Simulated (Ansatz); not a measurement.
# SiGeH3 (quartet): wave-function methods side by side, cc-pVTZ

An exercise on one series of results from a longer session: the logs are not shown, and one member is left open.

Program: Ansatz 0.2.0, Gaussian basis. Level of theory: cc-pVTZ, core rule «outside noble gas», up to 19 orbitals frozen. These are calculated values, not measurements.

Plan: UHF; CCSD(T) on ROHF; CCSD(T) on UHF; BCCD(T) on ROHF; CCSDT(Q) on ROHF; CCSDT(Q) on UHF; CASSCF and NEVPT2, 11 electrons in 11 orbitals.

5 further runs of the same task are left out: 5 set aside as unsound or not needed.

## The system

The geometry is a PBE0/def2-TZVP stationary point (not a proven minimum) of the parent state, kept for this charge and spin. No spin-orbit coupling is included. The filled d shell of Ge may be among the frozen orbitals whatever the setting's name suggests; the logs give the count.

5 atoms, charge 0, spin multiplicity 4.

Atoms are counted from 1 here; the program's logs count them from 0.

Bond lengths: Si1–Ge2 2.420 Å, Ge2–H3 1.550 Å, Ge2–H4 1.543 Å, Ge2–H5 1.543 Å. Angles: Si1–Ge2–H3 102.9°, Si1–Ge2–H4 116.0°, Si1–Ge2–H5 116.0°, H3–Ge2–H4 106.8°, H3–Ge2–H5 106.8°, H4–Ge2–H5 107.6°.

The first run:

The input, in.yaml:

```yaml
crystal:
  periodic: [false, false, false]
  atoms:
    - {symbol: Si, position_ang: [0.006312, -0.000001, 1.781521]}
    - {symbol: Ge, position_ang: [0.001520, 0.000000, -0.638687]}
    - {symbol: H, position_ang: [-1.510450, -0.000015, -0.981329]}
    - {symbol: H, position_ang: [0.612502, 1.244920, -1.315333]}
    - {symbol: H, position_ang: [0.612528, -1.244907, -1.315334]}
basis:
  gaussian: {orbitals: cc-pVTZ}
magnetization: {spin_polarized: true, initial_magnetization: 3}
hamiltonian: {xc: hf}
output: {orbitals: {seedname: orbitals}}
```

Started as:

```console
> ansatz run in.yaml --threads 1 --pin off --events-out ev --progress --plain --max-ram 4096MiB --backend cpu
```

Among the steps run: UHF; CCSD(T) on ROHF; CCSD(T) on UHF; BCCD(T) on ROHF; CCSDT(Q) on ROHF; CCSDT(Q) on UHF; CASSCF and NEVPT2, 11 electrons in 11 orbitals.

One of the session's tables, all rows but one given; the rest of the session is left out.

```
        method  from UCCSDT(Q) (kJ/mol)
          ROHF                   +612.4
           UHF                   +608.4
          RMP2                   +128.0
          UMP2                   +127.8
         RCCSD                    +27.9
         UCCSD                        ?
      RCCSD(T)                     +5.4
      UCCSD(T)                     +5.2
       BCCD(T)                     +5.2
        RCCSDT                     +1.4
        UCCSDT                     +1.1
     RCCSDT(Q)                     +0.3
     UCCSDT(Q)                        0
CASSCF valence                   +450.4
NEVPT2 valence                   +125.2
```

Estimate the missing values for UCCSD.

As computed: from UCCSDT(Q) (kJ/mol): +27.5. In the column «from UCCSDT(Q) (kJ/mol)» it lies between RCCSD(T) (+5.4) and RCCSD (+27.9).

Caveats from the session: Restricted and unrestricted rows rest on different reference determinants; where their highest levels disagree by more than a few hundredths of an eV, they describe different states and don't form one ladder.
